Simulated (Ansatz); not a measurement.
# HfMo2: the cost of one run

Computed with Ansatz 0.2.0 (DFT PBEsol, scalar-relativistic, plane waves, PAW, unless a step's input says otherwise).

1 further run of the same task is left out (set aside as unsound or not needed).

## 1. The system as given

Symmetry: Fd-3m, No. 227, cubic system. The conventional cell has a = 7.492 Å, b = 7.492 Å, c = 7.492 Å, α = 90.00°, β = 90.00°, γ = 90.00°. Around Hf (site symmetry -43m) lie 12 Mo at 3.11 Å and 4 Hf at 3.24 Å. Mo (site symmetry -3m) has 6 Mo at 2.65 Å and 6 Hf at 3.11 Å in its first shell of neighbours.

Structure file:

```
Hf Mo
1.0
     0.00000    3.74584    3.74584
     3.74584    0.00000    3.74584
     3.74584    3.74584    0.00000
Hf Mo
2 4
Direct
  0.50000 0.50000 0.50000
  0.75000 0.75000 0.75000
  0.12500 0.12500 0.12500
  0.62500 0.12500 0.12500
  0.12500 0.12500 0.62500
  0.12500 0.62500 0.12500
```

It is the result of an earlier relaxation at this level (volume 17.52 Å³/atom; gap on the mesh: none (metal)).

## 2. Static run: bands, density of states and charges

File input.yaml:

```yaml
crystal:
  lattice:
    - [0.0, 3.745843801, 3.745843801]
    - [3.745843801, 0.0, 3.745843801]
    - [3.745843801, 3.745843801, 0.0]
  atoms:
    - { symbol: Hf, position: [0.5, 0.5, 0.5] }
    - { symbol: Hf, position: [0.75, 0.75, 0.75] }
    - { symbol: Mo, position: [0.125, 0.125, 0.125] }
    - { symbol: Mo, position: [0.625, 0.125, 0.125] }
    - { symbol: Mo, position: [0.125, 0.125, 0.625] }
    - { symbol: Mo, position: [0.125, 0.625, 0.125] }
basis:
  ecutwfc: 420
kpoints:
  mp_grid: { grid: [8, 8, 8] }
  band_path:
    path:
      - [[0.0, 0.0, 0.0], [0.5, 0.0, 0.5], [0.625, 0.25, 0.625]]
      - [[0.375, 0.375, 0.75], [0.0, 0.0, 0.0], [0.5, 0.5, 0.5], [0.5, 0.25, 0.75], [0.5, 0.0, 0.5]]
    npoints: 14
hamiltonian:
  xc: pbesol
scf:
  occupations: { method: gaussian, width: 0.1 }
  n_extra_bands: 15
output:
  forces: true
  stress: true
  eigenvalues: true
  populations: true
  dos: { projected: true, de: 0.02, nscf_kmesh: { grid: [12, 12, 12] } }
  bader: true
  write_density: true
  write_potential: true
  elf: true
  volumetric_format: npy
```

The run is started by

```console
> ansatz run input.yaml --threads 1 --pin off --max-ram 2560MiB --backend cpu --events-out ev --progress --plain --runs-dir out
```

**Question.** How long does this run take on 1 thread of Arm Neoverse V1, shared host, and how much memory does it need?

About 82 s, with a peak of 0.6 GiB.
